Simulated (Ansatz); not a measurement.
# BaSrAl4: the cost of one run

Method: DFT PBE, scalar-relativistic, plane waves, PAW, in Ansatz 0.2.0.

3 further runs of the same task are left out: 1 that didn't finish, 2 set aside as unsound or not needed.

## Step 1: The system as given

It takes space group F-43m (No. 216, cubic). Conventional cell: a = 8.406 Å, b = 8.406 Å, c = 8.406 Å, α = 90.00°, β = 90.00°, γ = 90.00°. Ba (site symmetry -43m) has 12 Al at 3.48 Å and 4 Sr at 3.64 Å as nearest neighbours. Around Sr (site symmetry -43m) lie 12 Al at 3.48 Å and 4 Ba at 3.64 Å. Around Al (site symmetry 3m) lie 6 Al at 2.97 Å.

As a file:

```cif
data_structure
_symmetry_space_group_name_H-M 'F-43m'
_symmetry_Int_Tables_number 216
_cell_length_a 8.4056
_cell_length_b 8.4056
_cell_length_c 8.4056
_cell_angle_alpha 90.000
_cell_angle_beta 90.000
_cell_angle_gamma 90.000
_cell_volume 593.89
loop_
_atom_site_label
_atom_site_type_symbol
_atom_site_symmetry_multiplicity
_atom_site_Wyckoff_symbol
_atom_site_fract_x
_atom_site_fract_y
_atom_site_fract_z
_atom_site_occupancy
Ba1 Ba 4 c 0.25000 0.25000 0.25000 1
Sr1 Sr 4 a 0.00000 0.00000 0.00000 1
Al1 Al 16 e 0.87504 0.37504 0.12496 1
```

It is the end of an earlier relaxation with the same method, from a database cell with other species swapped in; it needn't be the stable form of this composition. At a tolerance of 0.05 Å it has space group F-43m (No. 216); it has 24.75 Å³/atom, an uncorrected energy of -0.23 eV/atom over the elements.

## Step 2: Bands, states and charges

input.yaml

```yaml
crystal:
  lattice:
    - [0.0, 4.2027992298, 4.2027992298]
    - [4.2027992298, 0.0, 4.2027992298]
    - [4.2027992298, 4.2027992298, 0.0]
  atoms:
    - { symbol: Ba, position: [0.75, 0.75, 0.75] }
    - { symbol: Sr, position: [0.0, 0.0, 0.0] }
    - { symbol: Al, position: [0.8748730727, 0.3750423091, 0.3750423091] }
    - { symbol: Al, position: [0.3750423091, 0.3750423091, 0.3750423091] }
    - { symbol: Al, position: [0.3750423091, 0.8748730727, 0.3750423091] }
    - { symbol: Al, position: [0.3750423091, 0.3750423091, 0.8748730727] }
basis:
  ecutwfc: 420
kpoints:
  mp_grid: { grid: [8, 8, 8] }
  band_path:
    path:
      - [[0.0, 0.0, 0.0], [-0.5, -0.5, 0.0], [-0.375, -0.375, 0.25]]
      - [[-0.375, 0.0, 0.375], [0.0, 0.0, 0.0], [0.0, 0.0, 0.5], [-0.5, -0.25, 0.25], [-0.5, -0.5, 0.0]]
    npoints: 14
hamiltonian:
  xc: pbe
scf:
  occupations: { method: gaussian, width: 0.1 }
  n_extra_bands: 15
output:
  forces: true
  stress: true
  eigenvalues: true
  populations: true
  dos: { projected: true, de: 0.02, nscf_kmesh: { grid: [10, 10, 10] } }
  bader: true
  write_density: true
  write_potential: true
  elf: true
  volumetric_format: npy
```

Launch:

```console
> ansatz run input.yaml --threads 1 --pin off --max-ram 2048MiB --backend cpu --events-out ev --progress --plain --runs-dir out
```

**Question.** How long does this run take on 1 thread of Intel Xeon Platinum 8488C (Sapphire Rapids), shared host, and how much memory does it need?

About 49 s, with a peak of 0.59 GiB.
